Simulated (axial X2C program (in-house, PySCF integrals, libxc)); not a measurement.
# ErSe: the levels of the configuration f12 s0

Aim: the spin–orbit levels of ErSe that arise from the configuration f12 s0 of Er, and how they move with the bond.

Computed with an in-house X2C program for linear molecules on PySCF integrals. Level: two-component X2C, average-of-configuration Hartree–Fock and CI in the open shells.

All values are calculated.

## 1. Set-up

Input file task.json:

```json
{"zs": [68, 34], "q": 0, "bas": ["dyall-v3z", "dyall-v3z"], "r0": 2.4, "metal": 0, "shells": [[3, [0, 1, 2, 3], 12], [0, [0], 0]], "fix": 0, "emax": 2.2, "nroots": 4}
```

Keys: zs atomic numbers; q charge; bas basis sets; r0 starting distance in Å; metal index of the metal atom; shells open shells as [l, |m| values, electrons]; fix electron count of the first shell held; emax energy window in eV; nroots roots for each Ω.

Command:

```console
$ python soci.py task.json out
```

Two-component X2C with atomic mean-field Coulomb and Gaunt terms, basis Er dyall-v3z, Se dyall-v3z (cores contracted in-house). Orbitals come from Hartree–Fock averaged over the configuration Er f12 s0; CI then distributes these electrons over the f, s shells of Er.

## 2. CI at R = 2.565 Å

What does the calculation give? Wanted: lowest level of the model; next level; lowest curve, Re and ωe.

**Answer**, as computed:

| quantity | value |
| --- | --- |
| lowest level of the model | Ω = 0, g∥ = 0.00, 100% f12 |
| next level | Ω = 1, 24 cm⁻¹ higher |
| lowest curve, Re and ωe | 2.564 Å, 250.5 cm⁻¹ |

What this shows: The 7 lowest levels are the Ω components of the Hund's-rule level 3H6 of f12 (gJ = 1.167, so g∥ near 2gJΩ), split by the axial field over 383 cm⁻¹. From 2.565 to 2.668 Å the gap from the lowest to the fifth level goes from 239 to 251 cm⁻¹. Without dynamic correlation distances can be off by several hundredths of an Å, and the wavenumbers are rough. There is no dynamic correlation: spin–orbit spacings and, for f shells, spacings inside one term are the most reliable numbers, splittings between terms come out too wide, and energies between configurations are not reliable, so the lowest level need not be the ground state of the molecule. At most 4 roots were kept for each Ω > 0 (twice that for Ω = 0) within 2.2 eV of the lowest, so higher up levels can be missing between those listed; levels with Ω > 0 are doubly degenerate and listed once, Ω = 0 levels singly. States that fill the shells left empty in the average are placed too high.
